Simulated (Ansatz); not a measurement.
# C3H8AlN: one species, many methods

One table from this session's results is given with a row withheld; the runs are named, their logs left out.

Computed with Ansatz 0.2.0, Gaussian basis. Level: functionals in def2-TZVPP, the program's frozen cores in correlated methods.

The runs, in order: LDA (SPW92), PBE-D4, revPBE-D4, BLYP-D4, r2SCAN-D4, B97M-V, PBE0-D4, B3LYP-D4, r2SCANh-D4, r2SCAN0-D4, HSE06-D4, BHLYP-D4, CAM-B3LYP-D4, LC-ωPBE, ωB97X-V, ωB97M-V, B2PLYP, PBE-QIDH; CCSD(T)/def2-SVP; CCSD(T)/def2-TZVPP; MP2/def2-QZVPP; extrapolation to the limit; RPA on PBE.

### Structure used throughout

All runs share one geometry, relaxed beforehand with PBE0-D4 in a triple-zeta def2 set.

SMILES `C=[N][AlH][CH2]C`, 13 atoms, charge 0, spin multiplicity 1.

Atoms are counted from 1 here; the program's logs count them from 0.

Bond lengths: C1–N2 1.242 Å, C1–H6 1.102 Å, C1–H7 1.102 Å, N2–Al3 1.753 Å, Al3–C4 1.959 Å, Al3–H8 1.585 Å, C4–C5 1.529 Å, C4–H9 1.097 Å, C4–H10 1.097 Å, C5–H11 1.094 Å, C5–H12 1.094 Å, C5–H13 1.094 Å. Angles: N2–C1–H6 122.6°, N2–C1–H7 122.6°, H6–C1–H7 114.8°, C1–N2–Al3 179.6°, N2–Al3–C4 118.6°, N2–Al3–H8 116.1°, C4–Al3–H8 125.3°, Al3–C4–C5 115.4°, Al3–C4–H9 107.6°, Al3–C4–H10 108.1°, C5–C4–H9 110.1°, C5–C4–H10 110.4°, H9–C4–H10 104.7°, C4–C5–H11 111.8°, C4–C5–H12 112.1°, C4–C5–H13 111.8°, H11–C5–H12 107.1°, H11–C5–H13 106.6° and more.

Set-up of the first run:

Contents of in.yaml:

```yaml
crystal:
  periodic: [false, false, false]
  atoms:
    - {symbol: C, position_ang: [0.289953, 2.083170, 2.491959]}
    - {symbol: N, position_ang: [0.469579, 1.162904, 1.677117]}
    - {symbol: Al, position_ang: [0.716619, -0.128849, 0.517501]}
    - {symbol: C, position_ang: [-0.528432, -0.291192, -0.985634]}
    - {symbol: C, position_ang: [-0.366797, -1.549205, -1.839249]}
    - {symbol: H, position_ang: [0.736537, 3.082646, 2.366627]}
    - {symbol: H, position_ang: [-0.327065, 1.962506, 3.396843]}
    - {symbol: H, position_ang: [1.958112, -1.077560, 0.784071]}
    - {symbol: H, position_ang: [-0.414727, 0.604373, -1.609761]}
    - {symbol: H, position_ang: [-1.549262, -0.226325, -0.590133]}
    - {symbol: H, position_ang: [-0.524661, -2.459724, -1.254485]}
    - {symbol: H, position_ang: [-1.075991, -1.575174, -2.672175]}
    - {symbol: H, position_ang: [0.636532, -1.622269, -2.267982]}
basis:
  gaussian: {orbitals: def2-TZVPP}
hamiltonian: {xc: lda}
output: {orbitals: {seedname: orbitals}}
```

Run with:

```
ansatz run in.yaml --threads 4 --pin off --events-out ev --progress --plain --max-ram 10444MiB
```

Steps of the session up to this table: LDA; PBE-D4 (GGA); revPBE-D4 (GGA); BLYP-D4 (GGA); r2SCAN-D4 (meta-GGA); B97M-V (meta-GGA); B3LYP-D4 (hybrid); r2SCANh-D4 (hybrid); r2SCAN0-D4 (hybrid); HSE06-D4 (hybrid); BHLYP-D4 (hybrid); CAM-B3LYP-D4 (range-separated); LC-ωPBE (range-separated); ωB97X-V (range-separated); ωB97M-V (range-separated); B2PLYP (double hybrid); PBE-QIDH (double hybrid).

One of the session's tables, all rows but one given; the rest of the session is left out.

It belongs to the step «Orbital energies across the functionals». 

| functional | HOMO (eV) | gap (eV) |
| --- | --- | --- |
| LDA (SPW92) | -5.44 | 3.27 |
| PBE-D4 | -5.32 | 3.40 |
| revPBE-D4 | -5.26 | 3.44 |
| BLYP-D4 | -5.21 | 3.44 |
| r2SCAN-D4 | -5.53 | 3.85 |
| B97M-V | -5.63 | 4.07 |
| PBE0-D4 | -6.57 | 5.80 |
| B3LYP-D4 | -6.37 | 5.35 |
| r2SCANh-D4 | -6.00 | 4.75 |
| r2SCAN0-D4 | -6.73 | 6.10 |
| HSE06-D4 | -6.17 | 5.01 |
| BHLYP-D4 | -7.79 | 8.18 |
| CAM-B3LYP-D4 | ? | ? |
| LC-ωPBE | -9.28 | 10.92 |
| ωB97X-V | -8.95 | 10.45 |
| ωB97M-V | -8.87 | 10.07 |

**Question.** Estimate the row for CAM-B3LYP-D4.

**Answer.** HOMO (eV): -7.96; gap (eV): 8.40. In the column «HOMO (eV)» it lies between ωB97M-V (-8.87) and BHLYP-D4 (-7.79).
